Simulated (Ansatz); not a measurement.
I need a geometry optimisation of CH8OSiSn, SMILES O[CH2][SnH2][SiH3]. Use Ansatz's Python interface. Settings: CAM-B3LYP, def2-SVP basis, multiplicity 1.

```yaml
atoms:
  - { symbol: O, position_ang: [-1.5733, 1.4647, -0.5735] }
  - { symbol: C, position_ang: [-0.6009, 1.6473, 0.3554] }
  - { symbol: Sn, position_ang: [-0.0075, -0.2790, 1.0477] }
  - { symbol: Si, position_ang: [0.9641, -1.6107, -0.8840] }
  - { symbol: H, position_ang: [-1.2075, 1.0701, -1.3950] }
  - { symbol: H, position_ang: [0.2698, 2.2006, -0.0912] }
  - { symbol: H, position_ang: [-0.9468, 2.2412, 1.2216] }
  - { symbol: H, position_ang: [-1.3024, -1.0885, 1.7736] }
  - { symbol: H, position_ang: [1.2982, -0.0693, 2.2938] }
  - { symbol: H, position_ang: [2.0395, -0.9237, -1.4575] }
  - { symbol: H, position_ang: [-0.1853, -1.7658, -1.8626] }
  - { symbol: H, position_ang: [1.3290, -2.9421, -0.3942] }
```

`opt_ch8osisn.py`:
```python
"""Geometry optimisation of CH8OSiSn."""

import itertools
import warnings

import ansatz as az
from ase.data import atomic_numbers, covalent_radii
import numpy as np

BASIS_SET = "def2-SVP"
XC = "CAM-B3LYP"

warnings.simplefilter("ignore", az.DeckWarning)

geometry = (
    az.Crystal.molecule()
    .atom("O", (-1.5733, 1.4647, -0.5735))
    .atom("C", (-0.6009, 1.6473, 0.3554))
    .atom("Sn", (-0.0075, -0.279, 1.0477))
    .atom("Si", (0.9641, -1.6107, -0.884))
    .atom("H", (-1.2075, 1.0701, -1.395))
    .atom("H", (0.2698, 2.2006, -0.0912))
    .atom("H", (-0.9468, 2.2412, 1.2216))
    .atom("H", (-1.3024, -1.0885, 1.7736))
    .atom("H", (1.2982, -0.0693, 2.2938))
    .atom("H", (2.0395, -0.9237, -1.4575))
    .atom("H", (-0.1853, -1.7658, -1.8626))
    .atom("H", (1.329, -2.9421, -0.3942))
)

model = (
    geometry.calculation()
    .basis(gaussian=BASIS_SET)
    .functional(XC)
)
symbols = [site.symbol for site in geometry.cartesian_sites]
start = np.array([site.position_ang for site in geometry.cartesian_sites], dtype=float)
summary = model.relax(force_tolerance=0.005, max_steps=100).run().report
end = np.array(summary["positions_ang"])

print(f"E = {summary['free_energy_ev']:.6f} eV = {summary['free_energy_ev'] / 27.211386246:.7f} Ha")
print("converged:", summary["converged"], " doubts:", summary["published_state_doubts"] or "none")

# pairs closer than 1.2 times the sum of covalent radii, before or after
radius = [covalent_radii[atomic_numbers[s]] for s in symbols]
span = lambda where, i, j: np.linalg.norm(where[i] - where[j])
bonded = [(i, j) for i, j in itertools.combinations(range(len(symbols)), 2) if min(span(start, i, j), span(end, i, j)) < 1.2 * (radius[i] + radius[j])]
print("pair        before    after (A)")
for i, j in bonded:
    print(f"{symbols[i]}{i}-{symbols[j]}{j}".ljust(10), f"{span(start, i, j):8.4f} {span(end, i, j):8.4f}")
for first, second in list(itertools.combinations(bonded, 2)):
    shared = set(first) & set(second)
    if shared and symbols[(j := shared.pop())] != "H":
        i, k = sorted((set(first) | set(second)) - {j})
        u, v = end[i] - end[j], end[k] - end[j]
        angle = np.degrees(np.arccos(np.clip(u @ v / np.linalg.norm(u) / np.linalg.norm(v), -1, 1)))
        print(f"final angle {symbols[i]}{i}-{symbols[j]}{j}-{symbols[k]}{k}: {angle:.2f} deg")
```

```console
$ python opt_ch8osisn.py
E = -16915.525410 eV = -621.6340931 Ha
converged: True  doubts: none
pair        before    after (A)
O0-C1        1.3571   1.4080
O0-H4        0.9820   0.9640
C1-Sn2       2.1312   2.1878
C1-H5        1.1241   1.1051
C1-H6        1.1057   1.0993
Sn2-Si3      2.5395   2.5745
Sn2-H7       1.6909   1.7121
Sn2-H8       1.8170   1.7163
Si3-H9       1.3991   1.4903
Si3-H10      1.5175   1.4925
Si3-H11      1.4648   1.4885
final angle C1-O0-H4: 108.96 deg
final angle O0-C1-Sn2: 111.82 deg
final angle O0-C1-H5: 112.81 deg
final angle O0-C1-H6: 107.21 deg
final angle Sn2-C1-H5: 110.37 deg
final angle Sn2-C1-H6: 107.62 deg
final angle C1-Sn2-Si3: 108.25 deg
final angle C1-Sn2-H7: 108.17 deg
final angle C1-Sn2-H8: 111.51 deg
final angle H5-C1-H6: 106.70 deg
final angle Si3-Sn2-H7: 109.64 deg
final angle Si3-Sn2-H8: 110.64 deg
final angle Sn2-Si3-H9: 110.68 deg
final angle Sn2-Si3-H10: 109.35 deg
final angle Sn2-Si3-H11: 111.99 deg
final angle H7-Sn2-H8: 108.59 deg
final angle H9-Si3-H10: 107.70 deg
final angle H9-Si3-H11: 108.72 deg
final angle H10-Si3-H11: 108.28 deg
```

Total energies depend on the basis set; only differences at equal settings carry meaning. The end point is the stationary point reached from this start; no frequency run checks that it is a minimum, and the basis set is modest. def2 sets replace the cores of elements past krypton by effective core potentials. Wall time of the script: 100 s on 1 thread of Intel(R) Xeon(R) Platinum 8488C (Sapphire Rapids), with other jobs on the host, peak memory 0.41 GiB.

(Lines on the test bed's own set-up are left out of the output.)
